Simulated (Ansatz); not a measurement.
**ClFH4OSi2: up Jacob's ladder to CCSD(T)**

An exercise on one series of results from a longer session: the logs are not shown, and one member is left open.

Program: Ansatz 0.2.0, Gaussian basis. Level of theory: functionals in def2-TZVPP, the program's frozen cores in correlated methods. These are calculated values, not measurements.

Levels to be run: PBE-D4, r2SCAN-D4, PBE0-D4, B3LYP-D4, ωB97X-V, ωB97M-V, B2PLYP; CCSD(T)/def2-TZVPP; MP2/def2-QZVPP; extrapolation to the limit.

## Structure used throughout

An earlier PBE0-D4 in a triple-zeta def2 set relaxation fixed the geometry.

9 atoms, charge 0, spin multiplicity 1.

Atoms are counted from 1 here; the program's logs count them from 0.

Bond lengths: O1–Si2 1.632 Å, O1–H6 0.959 Å, Si2–F3 1.602 Å, Si2–Si4 2.343 Å, Si2–H7 1.486 Å, Si4–Cl5 2.063 Å, Si4–H8 1.483 Å, Si4–H9 1.484 Å. Angles: Si2–O1–H6 119.4°, O1–Si2–F3 110.5°, O1–Si2–Si4 106.5°, O1–Si2–H7 111.1°, F3–Si2–Si4 108.7°, F3–Si2–H7 105.8°, Si4–Si2–H7 114.1°, Si2–Si4–Cl5 107.2°, Si2–Si4–H8 112.2°, Si2–Si4–H9 111.5°, Cl5–Si4–H8 108.5°, Cl5–Si4–H9 107.9°, H8–Si4–H9 109.5°.

The first run:

in.yaml

```yaml
crystal:
  periodic: [false, false, false]
  atoms:
    - {symbol: O, position_ang: [-0.694053, 1.769637, -0.288186]}
    - {symbol: Si, position_ang: [0.201803, 0.490362, -0.763478]}
    - {symbol: F, position_ang: [-0.292967, -0.043200, -2.190626]}
    - {symbol: Si, position_ang: [-0.142835, -1.192487, 0.829932]}
    - {symbol: Cl, position_ang: [0.825679, -0.605341, 2.554460]}
    - {symbol: H, position_ang: [-0.514650, 2.633965, -0.661929]}
    - {symbol: H, position_ang: [1.626238, 0.872610, -0.944904]}
    - {symbol: H, position_ang: [-1.580738, -1.384385, 1.140104]}
    - {symbol: H, position_ang: [0.445524, -2.483462, 0.393628]}
basis:
  gaussian: {orbitals: def2-TZVPP}
hamiltonian: {xc: pbe, dispersion: d4}
output: {forces: true, orbitals: {seedname: orbitals}}
```

Steps of the session up to this table: PBE-D4 (GGA); r2SCAN-D4 (meta-GGA); PBE0-D4 (hybrid); B3LYP-D4 (hybrid); ωB97X-V (range-separated); ωB97M-V (range-separated); B2PLYP (double hybrid); CCSD(T) in def2-TZVPP; MP2 in def2-QZVPP.

One of the session's tables, all rows but one given; the rest of the session is left out.

It belongs to the step «Atomisation energies». 

| method | atomisation energy (eV) |
| --- | --- |
| PBE-D4 | 32.459 |
| r2SCAN-D4 | 32.441 |
| PBE0-D4 | 31.958 |
| B3LYP-D4 | 32.130 |
| ωB97X-V | 32.603 |
| ωB97M-V | 32.453 |
| B2PLYP | 31.895 |
| HF/def2-TZVPP | 23.942 |
| MP2/def2-TZVPP | 32.239 |
| CCSD/def2-TZVPP | 31.064 |
| CCSD(T)/def2-TZVPP | 31.511 |
| MP2/CBS | ? |
| CCSD(T)/CBS | 32.587 |

Estimate the missing values for MP2/CBS.

**Answer.** atomisation energy (eV): 33.315. In the column «atomisation energy (eV)» it is the highest.

To keep in mind: Free atoms (1 O, 2 Si, 1 F, 1 Cl, 4 H) were run apart at each level; the atomisation energy is their sum less the molecule, without zero-point or spin-orbit terms.
